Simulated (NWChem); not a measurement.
# One shape, several levels: CH5BrOSn (SMILES C[O][SnH2][Br])

We compute a comparison of 5 runs (HF/STO-3G, HF/3-21G, CAM-B3LYP/def2-SVP, SVWN5/def2-SVPD, M06-2X/def2-TZVP) of CH5BrOSn. 

The results are computed with NWChem 7.3.0.

## 1. The molecule

CH5BrOSn has 9 atoms, charge 0, and is taken as a singlet. As SMILES, `C[O][SnH2][Br]`. Geometry: relaxed at PBE0-D4/def2-TZVP. This is one conformer, not always the lowest.

Bond lengths: C1–O2 1.408 Å, O2–Sn3 1.951 Å, Sn3–Br4 2.480 Å, C1–H5 1.097 Å, C1–H6 1.093 Å, C1–H7 1.099 Å, Sn3–H8 1.694 Å, Sn3–H9 1.703 Å. Some angles: C1–O2–Sn3 120.3°, O2–Sn3–Br4 106.5°, O2–C1–H5 112.1°, O2–C1–H6 107.9°, O2–C1–H7 112.4°, O2–Sn3–H8 105.4°, O2–Sn3–H9 109.5°, Br4–Sn3–H8 109.6°, Br4–Sn3–H9 106.7°, H5–C1–H6 108.1°.

## 2. Energy and forces at HF/STO-3G (run 1)

Contents of test.nw:

```
start test
title "CH5BrOSn"
memory 2200 mb
geometry units angstrom noautosym nocenter noautoz
  C    -0.668100    0.006400   -1.313100
  O     0.292200   -0.731400   -0.594500
  Sn    0.668900   -0.300900    1.270500
  Br    1.388200    2.072200    1.316200
  H    -0.389500    1.062900   -1.409500
  H    -0.736800   -0.419800   -2.317300
  H    -1.665300   -0.046000   -0.855000
  H     1.967900   -1.295700    1.707500
  H    -0.769100   -0.394300    2.178300
end
basis "ao basis" spherical bse
  C library STO-3G
  O library STO-3G
  Sn library STO-3G
  Br library STO-3G
  H library STO-3G
end
scf
  thresh 1e-08
  maxiter 80
end
task scf gradient
```

Run with:

```bash
$ nwchem test.nw > test.out
```

The program printed:

```text
[...]
  functions       =    60
[...]
  wavefunction    = RHF
[...]
         Total SCF energy =  -8622.202758230516
      One-electron energy = -13412.035289069237
      Two-electron energy =   4065.512665502030
 Nuclear repulsion energy =    724.319865336692
        Time for solution =     17.3s
[...]
                         RHF ENERGY GRADIENTS
    atom               coordinates                        gradient
                 x          y          z           x          y          z
   1 C      -1.262526   0.012094  -2.481399    0.003446  -0.003747  -0.004073
   2 O       0.552178  -1.382146  -1.123442   -0.015286   0.009736  -0.015554
   3 Sn      1.264038  -0.568619   2.400897    0.004549   0.000072  -0.002744
   4 Br      2.623318   3.915890   2.487257    0.003130   0.012418  -0.000275
   5 H      -0.736048   2.008590  -2.663569    0.004059  -0.001548   0.002524
   6 H      -1.392350  -0.793307  -4.379062    0.002486  -0.002005   0.002533
   7 H      -3.146961  -0.086927  -1.615716    0.001095  -0.002841   0.003429
   8 H       3.718792  -2.448518   3.226707    0.019298  -0.012870   0.003242
   9 H      -1.453388  -0.745119   4.116390   -0.022776   0.000786   0.010920
[...]
```

Wall time 32 s (1 thread of Intel Xeon Platinum 8175M at 2.50GHz (Skylake/Cascade Lake), shared host); peak memory 0.099 GiB.

## 3. Energy and forces at HF/3-21G (run 2)

Contents of test.xyz:

```xyz
9
CH5BrOSn gradient
C     -0.668100     0.006400    -1.313100
O      0.292200    -0.731400    -0.594500
Sn     0.668900    -0.300900     1.270500
Br     1.388200     2.072200     1.316200
H     -0.389500     1.062900    -1.409500
H     -0.736800    -0.419800    -2.317300
H     -1.665300    -0.046000    -0.855000
H      1.967900    -1.295700     1.707500
H     -0.769100    -0.394300     2.178300
```

Contents of test.nw:

```
start test
title "CH5BrOSn gradient"
memory total 2200 mb
geometry units angstroms noautosym nocenter noautoz
 load test.xyz
end
basis spherical bse
 * library 3-21G
end
scf
 thresh 1e-08
 maxiter 80
end
task scf gradient
```

Run with:

```bash
$ nwchem test.nw > test.out
```

The program printed:

```text
[...]
  functions       =    81
[...]
  wavefunction    = RHF
[...]
         Total SCF energy =  -8671.370016593770
      One-electron energy = -13445.508530825695
      Two-electron energy =   4049.818648895232
 Nuclear repulsion energy =    724.319865336692
        Time for solution =     19.8s
[...]
                         RHF ENERGY GRADIENTS
    atom               coordinates                        gradient
                 x          y          z           x          y          z
   1 C      -1.262526   0.012094  -2.481399    0.016559  -0.008263   0.023627
   2 O       0.552178  -1.382146  -1.123442   -0.011581   0.002965  -0.024982
   3 Sn      1.264038  -0.568619   2.400897    0.002682   0.019375   0.015152
   4 Br      2.623318   3.915890   2.487257   -0.006921  -0.020596  -0.001147
   5 H      -0.736048   2.008590  -2.663569    0.003153   0.006372   0.000073
   6 H      -1.392350  -0.793307  -4.379062    0.001346  -0.005020  -0.006733
   7 H      -3.146961  -0.086927  -1.615716   -0.005541  -0.001159   0.003201
   8 H       3.718792  -2.448518   3.226707   -0.005163   0.004372  -0.004540
   9 H      -1.453388  -0.745119   4.116390    0.005466   0.001954  -0.004651
[...]
```

It took 35 s on 1 thread of Intel Xeon Platinum 8175M at 2.50GHz (Skylake/Cascade Lake), shared host; peak memory 0.1 GiB.

Runs 3 to 4 aren't shown in full; the table further down has their settings and results.

## 4. Energy and gradient at M06-2X/def2-TZVP (core potential) (run 5)

Contents of mymol.nw:

```
START mymol
TITLE "CH5BrOSn"
memory 2200 mb
GEOMETRY units angstrom noautosym nocenter noautoz
   C       -0.668100       0.006400      -1.313100
   O        0.292200      -0.731400      -0.594500
   Sn       0.668900      -0.300900       1.270500
   Br       1.388200       2.072200       1.316200
   H       -0.389500       1.062900      -1.409500
   H       -0.736800      -0.419800      -2.317300
   H       -1.665300      -0.046000      -0.855000
   H        1.967900      -1.295700       1.707500
   H       -0.769100      -0.394300       2.178300
END
BASIS spherical bse
   * library def2-TZVP
END
ECP bse
   Sn library def2-TZVP
END
DFT
   xc m06-2x
   mult 1
   grid fine
   convergence energy 1e-08
   maxiter 100
   mulliken
END
TASK dft gradient
```

Run with:

```bash
$ nwchem mymol.nw > mymol.out
```

The program printed:

```text
[...]
          Wavefunction type:  closed shell.
          No. of atoms     :     9
          No. of electrons :    76
[...]
          Charge           :     0
          Spin multiplicity:     1
[...]
          AO basis - number of functions:   190
[...]
              XC Information
              --------------
                       M06-2X Method XC Functional
                     Hartree-Fock (Exact) Exchange  0.540
                        M06-2X Exchange Functional  1.000
                      M06-2X Correlation Potential  1.000
[...]
 d= 0,ls=0.0,diis     1  -2904.7186756633 -3.30D+03  5.11D-03  1.15D+00    34.0
[...]
 d= 0,ls=0.0,diis    10  -2904.7983690291 -1.38D-09  2.25D-07  2.38D-09   274.2
         Total DFT energy =    -2904.798369029120
      One electron energy =    -4901.875811050411
           Coulomb energy =     1728.954599872183
    Exchange-Corr. energy =     -125.324458568740
 Nuclear repulsion energy =      393.447300717848
[...]
  wavefunction    = closed shell
[...]
```

It took 7.6 min on 1 thread of Intel Xeon Platinum 8175M at 2.50GHz (Skylake/Cascade Lake), shared host; peak memory 0.16 GiB.

## 5. The series

| run | level | iteration cap | module | energy (Eh) | dipole moment (D) | HOMO energy (eV) | LUMO energy (eV) | wall time |
| --- | --- | --- | --- | --- | --- | --- | --- | --- |
| 1 | HF/STO-3G | 80 | scf | -8622.202758 | 2.48 | -8.05 | 8.15 | 32 s |
| 2 | HF/3-21G | 80 | scf | -8671.370017 | 2.55 | -11.02 | 2.68 | 35 s |
| 3 | CAM-B3LYP/def2-SVP (core potential) | 100 | dft | -2904.469025 | 1.86 | -9.19 | 0.24 | 3.6 min |
| 4 | SVWN5/def2-SVPD (core potential) | 100 | dft | -2899.618132 | 1.81 | – | – | 3.2 min |
| 5 | M06-2X/def2-TZVP (core potential) | 100 | dft | -2904.798369 | 1.91 | -9.50 | -0.05 | 7.6 min |

## 6. Outcome

| quantity | value |
| --- | --- |
| run 5: total energy | -2904.79837 Eh |
| run 5: dipole moment | 1.91 D |
| run 5: HOMO energy | -9.50 eV |
| run 5: LUMO energy | -0.05 eV |
| run 5: HOMO–LUMO gap | 9.46 eV |
| run 5: largest force on an atom | 0.234 eV/Å |

The dipole moment (its size) runs from 1.81 D (SVWN5/def2-SVPD) to 2.55 D (HF/3-21G). The two ends differ in method and basis and core potential. Over runs 1, 2, 3, 5 the HOMO–LUMO gap runs from 9.43 eV (CAM-B3LYP/def2-SVP) to 16.20 eV (HF/STO-3G). Totals of different functionals can't be ranked against each other. Some runs of one species differ in core potentials or relativity; totals across that change don't compare. In run 1 the basis is minimal, so the values are rough. In runs 1, 2 relativity is left out where basis or elements ask for it. All runs together took 16 min, the longest 7.6 min.
